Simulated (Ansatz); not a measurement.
This script drives the Python package of Ansatz (0.2.0).

Script `run_freq.py`:
```python
"""Vibrations of CH5ClSiSn."""

import warnings

import ansatz
from ase import Atoms
from ase.thermochemistry import IdealGasThermo
import numpy as np


def main() -> None:
    warnings.simplefilter("ignore", ansatz.DeckWarning)

    geometry_ang = [
        ("Cl", (-2.3806, 1.0072, 0.9095)),
        ("Si", (-0.857, 0.7442, -0.4478)),
        ("C", (0.7416, 0.6653, 0.3598)),
        ("Sn", (0.5135, -1.4093, 0.0219)),
        ("H", (-0.8628, 1.2434, -1.846)),
        ("H", (0.7467, 0.9641, 1.4443)),
        ("H", (1.625, 1.0927, -0.2304)),
        ("H", (1.0021, -2.0598, -1.5169)),
        ("H", (-0.4401, -2.2939, 1.2885)),
    ]
    system = ansatz.Crystal.molecule()
    for symbol, xyz in geometry_ang:
        system = system.atom(symbol, xyz)

    setup = (
        system.calculation()
        .basis(gaussian="def2-SVP")  # atom-centred Gaussian functions
        .functional("hf")
    )
    symbols = [site.symbol for site in system.cartesian_sites]
    start = np.array([site.position_ang for site in system.cartesian_sites], dtype=float)
    report = setup.relax(force_tolerance=0.003).run(threads=1, pin="off").report
    end = np.array(report["positions_ang"])

    print("final positions (A) and the move of each atom")
    for symbol, xyz, old in zip(symbols, end, start):
        print(f"{symbol:2s} {xyz[0]:10.5f} {xyz[1]:10.5f} {xyz[2]:10.5f}   {np.linalg.norm(xyz - old):7.4f}")

    # frequencies need a stationary point, so they are taken at the relaxed geometry
    minimum = ansatz.Crystal.molecule()
    for symbol, xyz in zip(symbols, end):
        minimum = minimum.atom(symbol, xyz.tolist())
    vibrating = minimum.calculation().basis(gaussian="def2-SVP").functional("hf").phonons(temperatures=(200, 600, 100))
    vib = vibrating.run(threads=1, pin="off").report["vibrations"]
    sums = vib["harmonic_sums"]
    modes = [m["omega_inv_cm"] for m in sums["modes_at_gamma"] if m["rigid_motion"] == "no"]
    for number, w in enumerate(modes, start=1):
        print(f"mode {number:2d} {w:9.1f} 1/cm {w / 8065.544 * 1000:8.2f} meV")
    print("imaginary modes:", sum(w < 0 for w in modes), " zero-point energy:", round(sums["zero_point_energy_ev"], 4), "eV")
    # rigid rotor and ideal gas, symmetry number taken as one
    gas = IdealGasThermo(vib_energies=[w / 8065.544 for w in modes if w > 0], geometry="linear" if len(modes) == 3 * len(symbols) - 5 else "nonlinear",
                         atoms=Atoms(symbols, positions=end), symmetrynumber=1, spin=0.0)
    print(f"H(298 K) - E = {gas.get_enthalpy(298.15, verbose=False):.4f} eV")
    print(f"S(298 K, 1 bar) = {96485.33 * gas.get_entropy(298.15, 1e5, verbose=False):.1f} J/(mol K) with symmetry number 1")


if __name__ == "__main__":
    main()
```

It is started by `python run_freq.py`. How long does it take on 1 thread of Arm Neoverse V2 (shared host), and how much memory does it need?

It took about 2.8 min, with a peak of 0.36 GiB, for 2 runs of the engine.

```console
$ python run_freq.py
final positions (A) and the move of each atom
Cl   -2.49571    1.34613    0.74882    0.3924
Si   -0.91784    0.72689   -0.44825    0.0633
C     0.76403    0.65458    0.36656    0.0258
Sn    0.20882   -1.46895   -0.12368    0.3429
H    -1.01842    1.38847   -1.75896    0.2299
H     0.80995    0.85892    1.43548    0.1231
H     1.60972    1.09847   -0.15719    0.0750
H     1.15696   -2.20704   -1.32457    0.2875
H    -0.02912   -2.44356    1.24467    0.4396
mode  1      82.5 1/cm    10.23 meV
mode  2     191.3 1/cm    23.71 meV
mode  3     305.6 1/cm    37.89 meV
mode  4     351.1 1/cm    43.53 meV
mode  5     377.6 1/cm    46.81 meV
mode  6     410.8 1/cm    50.93 meV
mode  7     506.4 1/cm    62.78 meV
mode  8     552.0 1/cm    68.44 meV
mode  9     652.5 1/cm    80.90 meV
mode 10     731.1 1/cm    90.64 meV
mode 11     761.9 1/cm    94.46 meV
mode 12     791.5 1/cm    98.13 meV
mode 13     814.7 1/cm   101.02 meV
mode 14     940.5 1/cm   116.61 meV
mode 15     951.3 1/cm   117.95 meV
mode 16    1469.1 1/cm   182.15 meV
mode 17    2040.4 1/cm   252.98 meV
mode 18    2049.3 1/cm   254.09 meV
mode 19    2372.2 1/cm   294.12 meV
mode 20    3237.0 1/cm   401.34 meV
mode 21    3324.3 1/cm   412.16 meV
imaginary modes: 0  zero-point energy: 1.4204 eV
H(298 K) - E = 1.6248 eV
S(298 K, 1 bar) = 349.6 J/(mol K) with symmetry number 1
```

Notes:
- The frequencies are harmonic and unscaled, in a modest basis. The result belongs to the one conformer reached from this start, and soft torsions count as harmonic oscillators.
- def2 sets replace the cores of elements past krypton by effective core potentials.
- The entropy takes a symmetry number of 1; a symmetric molecule's is lower by R ln(sigma).

(A comment or docstring line of the script was reworded after the run, the code is as it ran; lines on the test bed's own set-up are left out of the output.)
